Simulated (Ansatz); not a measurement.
# CoSi2: the cost of one run

Method: DFT r2SCAN, scalar-relativistic, plane waves, PAW, in Ansatz 0.2.0.

### 1 Starting point

Symmetry: Fm-3m, No. 225, cubic system. The conventional cell has a = 5.365 Å, b = 5.365 Å, c = 5.365 Å, α = 90.00°, β = 90.00°, γ = 90.00°. Si (site symmetry -43m) has 4 Co at 2.32 Å as nearest neighbours. Co (site symmetry m-3m) has 8 Si at 2.32 Å as nearest neighbours.

Structure file:

```xyz
9
Lattice="3.7936 0.0000 0.0000 -1.8968 3.2854 0.0000 0.0000 0.0000 9.2925" Properties=species:S:1:pos:R:3 pbc="T T T"
Si    1.8968    1.0951    0.7744
Co    0.0000    0.0000    1.5487
Si    0.0000    2.1903    2.3231
Si    0.0000    0.0000    3.8719
Co    0.0000    2.1903    4.6462
Si    1.8968    1.0951    5.4206
Si    0.0000    2.1903    6.9693
Co    1.8968    1.0951    7.7437
Si    0.0000    0.0000    8.5181
```

### 2 Relaxing cell and atoms: CoSi2, no spin

Input file input.yaml:

```yaml
crystal:
  lattice:
    - [3.7936278811, 0.0, 0.0]
    - [-1.8968139405, 3.2853781175, 0.0]
    - [0.0, 0.0, 9.2924525826]
  atoms:
    - { symbol: Si, position: [0.6666666667, 0.3333333333, 0.0833333333] }
    - { symbol: Co, position: [0.0, 0.0, 0.1666666667] }
    - { symbol: Si, position: [0.3333333333, 0.6666666667, 0.25] }
    - { symbol: Si, position: [0.0, 0.0, 0.4166666667] }
    - { symbol: Co, position: [0.3333333333, 0.6666666667, 0.5] }
    - { symbol: Si, position: [0.6666666667, 0.3333333333, 0.5833333333] }
    - { symbol: Si, position: [0.3333333333, 0.6666666667, 0.75] }
    - { symbol: Co, position: [0.6666666667, 0.3333333333, 0.8333333333] }
    - { symbol: Si, position: [0.0, 0.0, 0.9166666667] }
scf:
  occupations: { method: methfessel_paxton, width: 0.1 }
output:
  forces: true
  stress: true
  eigenvalues: true
  write_density: true
  write_potential: true
  elf: true
  volumetric_format: npy
kpoints:
  mp_grid: { grid: [18, 18, 6] }
hamiltonian:
  xc: r2scan
relax:
  f_tol: 0.005
  adjacent_minimum: "off"
  cell: { stress_tol: 0.03 }
```

Run with:

```console
> ansatz run input.yaml --threads 4 --pin off --max-ram 10240MiB --backend cpu --events-out ev --progress --plain --runs-dir out
```

What time and memory should one allow on 4 threads of Arm Neoverse N1, shared host?

About 7.6 min, with a peak of 1.4 GiB.
